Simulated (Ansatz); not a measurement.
**GaTeH2 radical: an energy map over bond length Ga1–Te2 and bond length Te2–H4**

How does the energy of GaH2Te, SMILES [GaH][TeH], spin multiplicity 2 change over two coordinates at once? A grid of runs gives the map.

Computed with Ansatz 0.2.0. Level: UKS B3LYP-D4/def2-TZVP.

## (1) The starting structure

4 atoms, charge 0, spin multiplicity 2.

Atoms are counted from 1 here; the program's logs count them from 0.

Bond lengths: Ga1–Te2 2.577 Å, Ga1–H3 1.617 Å, Te2–H4 1.682 Å. Angles: Te2–Ga1–H3 115.6°, Ga1–Te2–H4 91.9°.

Coordinates:

```xyz
4

Ga   -0.50044   -0.80114    0.61802
Te    0.75346    0.96955   -0.77197
H     0.42954   -1.90811    1.34248
H    -0.68255    1.73971   -1.18854
```

## (3) Setting up the map

First coordinate, bond length Ga1–Te2: 13 values from 2.219 to 3.612 Å. Second coordinate, bond length Te2–H4: 13 values from 1.463 to 2.078 Å.

Nothing else is relaxed (all other coordinates rigid). Energies count from the relaxed molecule at the same level.

(The set-up runs are not shown.)

## (4) The run at bond length Ga1–Te2 = 2.567 Å, bond length Te2–H4 = 1.668 Å

input.yaml

```yaml
crystal:
  periodic: [false, false, false]
  atoms:
    - { symbol: Ga, position_ang: [-0.497216, -0.805743, 0.624047] }
    - { symbol: Te, position_ang: [0.73608, 0.965349, -0.765811] }
    - { symbol: H, position_ang: [0.427973, -1.90794, 1.340095] }
    - { symbol: H, position_ang: [-0.683857, 1.733188, -1.185842] }
magnetization:
  spin_polarized: true
  initial_magnetization: 1
basis:
  gaussian: { orbitals: def2-TZVP }
hamiltonian:
  xc: { name: B3LYP }
  dispersion: d4
output:
  forces: true
```

Command:

```
$ ansatz run input.yaml --threads 1 --pin off --max-ram 2560MiB --backend cpu --events-out ev --progress --plain --runs-dir out
```

The session goes on with these runs: all other points of the grid.

**Question.** What will these runs give? Wanted: lowest point; dipole moment.

As calculated:

| quantity | value |
| --- | --- |
| lowest point | bond length Ga1–Te2 = 2.567 Å, bond length Te2–H4 = 1.668 Å, 0.08 kJ/mol |
| highest computed point (blank points may lie higher) | bond length Ga1–Te2 = 3.612 Å, bond length Te2–H4 = 2.078 Å, 181 kJ/mol above the lowest |
| dipole moment (D) | 0.15 at bond length Ga1–Te2 = 2.219 Å, bond length Te2–H4 = 2.078 Å to 2.69 at bond length Ga1–Te2 = 3.496 Å, bond length Te2–H4 = 2.078 Å; 0.78 at the lowest point |
| time for the whole task | 14 min on 1 thread, shared host |

The lowest computed point is at bond length Ga1–Te2 = 2.567 Å, bond length Te2–H4 = 1.668 Å, 0.08 kJ/mol from the relaxed molecule at the same level. No other kind of well shows on this grid. The highest computed point, bond length Ga1–Te2 = 3.612 Å, bond length Te2–H4 = 2.078 Å, lies 181 kJ/mol above the lowest. Round the minimum the two coordinates are nearly uncoupled.
